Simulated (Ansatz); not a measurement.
**BClH2OSSi: a ladder of functionals and wavefunction methods**

How much do the methods differ for BClH2OSSi? The plan is to run it at one geometry with functionals of several rungs and with coupled cluster, and see how far each lands from CCSD(T) at the basis-set limit for the atomisation energy.

Computed with Ansatz 0.2.0, Gaussian basis. Level: functionals in def2-TZVPP, the program's frozen cores in correlated methods.

The runs, in order: LDA (SPW92), PBE-D4, revPBE-D4, BLYP-D4, r2SCAN-D4, B97M-V, PBE0-D4, B3LYP-D4, r2SCANh-D4, r2SCAN0-D4, HSE06-D4, BHLYP-D4, CAM-B3LYP-D4, LC-ωPBE, ωB97X-V, ωB97M-V, B2PLYP, PBE-QIDH; CCSD(T)/def2-SVP; CCSD(T)/def2-TZVPP; MP2/def2-QZVPP; extrapolation to the limit; RPA on PBE.

## (1) Structure used throughout

An earlier PBE0-D4 in a triple-zeta def2 set relaxation fixed the geometry.

SMILES `ClB1O[SiH2]S1`, 7 atoms, charge 0, spin multiplicity 1.

Atoms are counted from 1 here; the program's logs count them from 0.

Bond lengths: Cl1–B2 1.739 Å, B2–O3 1.368 Å, B2–S5 1.842 Å, O3–Si4 1.684 Å, Si4–S5 2.129 Å, Si4–H6 1.478 Å, Si4–H7 1.478 Å. Angles: Cl1–B2–O3 123.7°, Cl1–B2–S5 126.0°, O3–B2–S5 110.4°, B2–O3–Si4 94.1°, O3–Si4–S5 87.2°, O3–Si4–H6 111.9°, O3–Si4–H7 111.9°, S5–Si4–H6 116.0°, S5–Si4–H7 116.0°, H6–Si4–H7 111.5°, B2–S5–Si4 68.4°.

## (2) LDA

This LDA is Slater exchange with PW92 correlation.

Contents of in.yaml:

```yaml
crystal:
  periodic: [false, false, false]
  atoms:
    - {symbol: Cl, position_ang: [-1.934742, -1.985499, -0.972075]}
    - {symbol: B, position_ang: [-0.824533, -0.751229, -0.455168]}
    - {symbol: O, position_ang: [0.180384, -0.965353, 0.448476]}
    - {symbol: Si, position_ang: [0.734924, 0.623255, 0.388737]}
    - {symbol: S, position_ang: [-0.815505, 1.001292, -1.021207]}
    - {symbol: H, position_ang: [0.603629, 1.303209, 1.694977]}
    - {symbol: H, position_ang: [2.117144, 0.706326, -0.129340]}
basis:
  gaussian: {orbitals: def2-TZVPP}
hamiltonian: {xc: lda}
output: {orbitals: {seedname: orbitals}}
```

Started as:

```bash
$ ansatz run in.yaml --threads 2 --pin off --events-out ev --progress --plain --max-ram 4352MiB
```

Further steps of the session: PBE-D4 (GGA); revPBE-D4 (GGA); BLYP-D4 (GGA); r2SCAN-D4 (meta-GGA); B97M-V (meta-GGA); PBE0-D4 (hybrid); B3LYP-D4 (hybrid); r2SCANh-D4 (hybrid); r2SCAN0-D4 (hybrid); HSE06-D4 (hybrid); BHLYP-D4 (hybrid); CAM-B3LYP-D4 (range-separated); LC-ωPBE (range-separated); ωB97X-V (range-separated); ωB97M-V (range-separated); B2PLYP (double hybrid); PBE-QIDH (double hybrid); CCSD(T) in def2-SVP; CCSD(T) in def2-TZVPP; MP2 in def2-QZVPP; RPA on PBE orbitals.

Before running them: what should the planned runs give, taken together? Wanted: atomisation energy, CCSD(T)/CBS; farthest beyond LDA; mean size of error, GGA; mean size of error, meta-GGA; mean size of error, hybrid; mean size of error, range-separated; mean size of error, double hybrid; gap, smallest and largest; T1 diagnostic.

**Answer**, as computed:

| quantity | value |
| --- | --- |
| atomisation energy, CCSD(T)/CBS | 2712.1 kJ/mol |
| functionals within 13.6 kJ/mol (0.5 %) | revPBE-D4, PBE0-D4, CAM-B3LYP-D4, LC-ωPBE, PBE-QIDH |
| farthest beyond LDA | BHLYP-D4 (-98.7 kJ/mol) |
| mean size of error, GGA | 33.9 kJ/mol |
| mean size of error, meta-GGA | 44.4 kJ/mol |
| mean size of error, hybrid | 30.6 kJ/mol |
| mean size of error, range-separated | 17.8 kJ/mol |
| mean size of error, double hybrid | 22.2 kJ/mol |
| gap, smallest and largest | 5.16 eV (LDA (SPW92)), 12.26 eV (LC-ωPBE) |
| T1 diagnostic | 0.0131 |
| triples share of the correlation energy | 4.4 % |

What this shows: LDA overbinds by 420.5 kJ/mol (16 %). PBE-D4 misses by +63.8 kJ/mol. Double hybrids carry the basis error of their MP2 part in triple zeta, and no dispersion term here, so their miss is partly the set-up's. Taken by rung, range-separated functionals do best (17.8 kJ/mol on average) and meta-GGA ones worst beyond LDA (44.4 kJ/mol). The gap between the best rungs is small, so their order is not settled. Misses under about 13.6 kJ/mol are within the doubt on the reference itself, which lacks core-valence correlation, relativity and higher excitations. Hartree-Fock recovers 73 % of the binding; the rest is correlation. CCSD(T) in def2-SVP is off by -193.3 kJ/mol, so the small basis spoils what the method gains. The gap grows from 5.2 to 12.3 eV across the functionals, mostly with the share of exact exchange.
